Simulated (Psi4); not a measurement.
# InH3Br− ([InBrH3]-) at TPSSh/def2-TZVP (core potential)

Aim: the vertical ionisation energy of InH3Br− ([InBrH3]-) at TPSSh/def2-TZVP (core potential), from 2 runs. 

The calculation is run with Psi4 1.11.

1 further run of the same task is left out (set aside as unsound or not needed).

## 1. The system as given

The species is InH3Br− (5 atoms), meant as a singlet with charge -1. As SMILES, `[H][In-]([H])([H])[Br]`. The shape comes from GFN2-xTB, which is rough for such elements, and wasn't checked as a minimum.

Bond lengths: In1–Br2 2.478 Å, In1–H3 1.694 Å, In1–H4 1.696 Å, In1–H5 1.692 Å. Angles: Br2–In1–H3 106.2°, Br2–In1–H4 106.3°, Br2–In1–H5 106.4°, H3–In1–H4 112.6°, H3–In1–H5 112.0°, H4–In1–H5 112.8°.

## 2. A single-point energy at TPSSh/def2-TZVP (core potential)

input.json

```json
{
 "schema_name": "qcschema_input",
 "schema_version": 1,
 "molecule": {
  "schema_name": "qcschema_molecule",
  "schema_version": 2,
  "symbols": ["In", "Br", "H", "H", "H"],
  "geometry": [-0.00650066, 0.00587705, -0.3974283, 0.02178854, -0.03943858, 4.28538862, 3.06171537, 0.01201866, -1.3116589, -1.55375172, 2.67615455, -1.26033394, -1.52327043, -2.65459277, -1.31594858],
  "molecular_charge": -1,
  "molecular_multiplicity": 1,
  "fix_symmetry": "c1",
  "fix_com": true,
  "fix_orientation": true
 },
 "driver": "energy",
 "model": {
  "method": "tpssh",
  "basis": "def2-TZVP"
 },
 "keywords": {
  "reference": "rks",
  "puream": true,
  "e_convergence": 1e-09,
  "d_convergence": 1e-08,
  "scf_type": "pk",
  "dft_radial_points": 99,
  "dft_spherical_points": 590,
  "scf_properties": ["LOWDIN_CHARGES", "DIPOLE", "WIBERG_LOWDIN_INDICES"]
 }
}
```

Command:

```console
$ psi4 --qcschema input.json -n 1 --memory 1600MB
```

stdout:

```text
[...]
    !!!  WARNING: ECP capability is in beta. Please check occupations closely.  !!!
[...]
  Running in c1 symmetry.
[...]
  Nuclear repulsion =  193.671025069647783
[...]
  Multiplicity = 1
[...]
  Nalpha       = 30
  Nbeta        = 30
[...]
    Number of basis functions: 116
[...]
   @RKS iter   1: -2765.43284921055101   -1.82926e+00   1.45916e-02 DIIS/ADIIS
[...]
   @RKS iter  11: -2766.02626666766309   -8.18545e-12   2.36342e-09 DIIS
[...]
    Orbital Energies [Eh]
    ---------------------
    Doubly Occupied:
       1A   -482.339329     2A    -62.054498     3A    -55.839309
       4A    -55.837979     5A    -55.837978     6A     -8.401796
       7A     -6.218882     8A     -6.214538     9A     -6.214536
      10A     -4.391472    11A     -2.808537    12A     -2.803797
      13A     -2.803757    14A     -2.343309    15A     -2.342019
      16A     -2.342017    17A     -2.338626    18A     -2.338623
      19A     -0.554801    20A     -0.521791    21A     -0.521638
      22A     -0.513906    23A     -0.513835    24A     -0.502157
      25A     -0.236667    26A     -0.111441    27A     -0.109641
      28A     -0.109293    29A     -0.070845    30A     -0.070388
[...]
  @RKS Final Energy: -2766.02626666766309
   => Energetics <=
    Nuclear Repulsion Energy =            193.6710250696477829
    One-Electron Energy =               -4317.9809473258474100
    Two-Electron Energy =                1456.8586774215841615
    DFT Exchange-Correlation Energy =     -98.5750218330477708
    Empirical Dispersion Energy =           0.0000000000000000
    VV10 Nonlocal Energy =                  0.0000000000000000
    Total Energy =                      -2766.0262666676630943
[...]
 Multipole Moments:
 ------------------------------------------------------------------------------------
     Multipole            Electronic (a.u.)      Nuclear  (a.u.)        Total (a.u.)
 ------------------------------------------------------------------------------------
 L = 1.  Multiply by 2.5417464519 to convert [e a0] to [Debye]
 Dipole X            :         -0.6209944            0.6107783           -0.0102161
 Dipole Y            :          1.2347711           -1.2233518            0.0114193
 Dipole Z            :       -138.9770794          137.7546660           -1.2224135
 Magnitude           :                                                    1.2225095
[...]
```

The result, in JSON:

```text
{
 "driver": "energy",
 "model": {
  "method": "tpssh",
  "basis": "def2-TZVP"
 },
 "success": true,
 "return_result": -2766.026266667663,
 "properties": {
  "calcinfo_nbasis": 116,
  "calcinfo_nmo": 116,
  "calcinfo_nalpha": 30,
  "calcinfo_nbeta": 30,
  "calcinfo_natom": 5,
  "nuclear_repulsion_energy": 193.67102506964778,
  "return_energy": -2766.026266667663,
  "scf_one_electron_energy": -4317.980947325847,
  "scf_two_electron_energy": 1456.8586774215842,
  "scf_xc_energy": -98.57502183304777,
  "scf_dipole_moment": [-0.0102161468668448, 0.011419268613628297, -1.2224134622107385],
  "scf_total_energy": -2766.026266667663,
  "scf_iterations": 11
 }
}
```

It took 32 s on 1 thread of Intel Xeon Platinum 8488C (Sapphire Rapids), shared host; peak memory 0.73 GiB.

## 3. Doublet neutral InH3Br: energy and forces at UTPSSh/def2-TZVP (core potential)

brh3in.in

```
memory 1600 MB

molecule geom {
  0 2
  In    -0.003440     0.003110    -0.210310
  Br     0.011530    -0.020870     2.267730
  H      1.620190     0.006360    -0.694100
  H     -0.822210     1.416160    -0.666940
  H     -0.806080    -1.404750    -0.696370
  symmetry c1
}

set basis def2-TZVP
set reference uks
set puream true
set e_convergence 1e-09
set d_convergence 1e-08
set scf_type pk
set dft_radial_points 99
set dft_spherical_points 590
set maxiter 200

energy_value, wavefunction = gradient('tpssh', return_wfn=True)
oeprop(wavefunction, 'MAYER_INDICES', 'WIBERG_LOWDIN_INDICES', 'DIPOLE', title='TPSSH')
print_variables()
```

Command:

```console
$ psi4 -n 1 brh3in.in brh3in.out
```

brh3in.out, cut to the lines that bear on the results:

```text
[...]
    !!!  WARNING: ECP capability is in beta. Please check occupations closely.  !!!
[...]
  Running in c1 symmetry.
[...]
  Nuclear repulsion =  193.671024764462516
[...]
  Multiplicity = 2
[...]
  Nalpha       = 30
  Nbeta        = 29
[...]
    Number of basis functions: 116
[...]
   @UKS iter   1: -2765.40193233155833   -1.79257e+00   1.34147e-02 ADIIS/DIIS
[...]
   @UKS iter  28: -2765.86789501183148   -1.77351e-11   2.50449e-09 DIIS
[...]
   @S^2 Observed:                7.592357430E-01
[...]
  @UKS Final Energy: -2765.86789501183148
   => Energetics <=
    Nuclear Repulsion Energy =            193.6710247644625156
    One-Electron Energy =               -4304.6139063201162571
    Two-Electron Energy =                1443.3923874541633268
    DFT Exchange-Correlation Energy =     -98.3174009103405808
    Empirical Dispersion Energy =           0.0000000000000000
    VV10 Nonlocal Energy =                  0.0000000000000000
    Total Energy =                      -2765.8678950118310240
[...]
  -Total Gradient:
     Atom            X                  Y                   Z
    ------   -----------------  -----------------  -----------------
       1        0.023606195558    -0.004342611149     0.003066361050
       2       -0.001775652714     0.000503379572    -0.014851223065
       3       -0.019430152158     0.001167018013     0.006530529556
       4       -0.001191604169    -0.014949167939     0.002113266482
       5       -0.001208471169     0.017621750735     0.003139292335
[...]
 Multipole Moments:
 ------------------------------------------------------------------------------------
     Multipole            Electronic (a.u.)      Nuclear  (a.u.)        Total (a.u.)
 ------------------------------------------------------------------------------------
 L = 1.  Multiply by 2.5417464519 to convert [e a0] to [Debye]
 Dipole X            :          0.0168018            0.3238981            0.3406999
 Dipole Y            :          0.4568079           -0.5030211           -0.0462132
 Dipole Z            :        -51.5462462           51.2500125           -0.2962337
 Magnitude           :                                                    0.4538353
[...]
```

It took 3.1 min on 1 thread of Intel Xeon Platinum 8488C (Sapphire Rapids), shared host; peak memory 0.72 GiB.

## 4. What came out

Level: TPSSh/def2-TZVP (core potential).

| quantity | value |
| --- | --- |
| singlet InH3Br−: total energy | -2766.02627 Eh |
| singlet InH3Br−: HOMO energy | -1.92 eV |
| singlet InH3Br−: LUMO energy | 3.98 eV |
| singlet InH3Br−: HOMO–LUMO gap (to an unbound level, set by the basis) | 5.89 eV |
| doublet neutral InH3Br: total energy | -2765.86790 Eh |
| doublet neutral InH3Br: dipole moment | 1.15 D |
| doublet neutral InH3Br: HOMO energy (highest over α and β) | -7.27 eV |
| doublet neutral InH3Br: LUMO energy (lowest over α and β) | -6.70 eV |
| doublet neutral InH3Br: ⟨S²⟩ | 0.759 |
| doublet neutral InH3Br: largest force on an atom | 1.244 eV/Å |
| vertical detachment energy (to the doublet neutral) | 4.310 eV |

In words: Removing an electron at fixed nuclei costs 4.31 eV (99 kcal/mol). −ε(HOMO) before ionisation, 1.92 eV, is 2.39 eV below this ionisation energy.
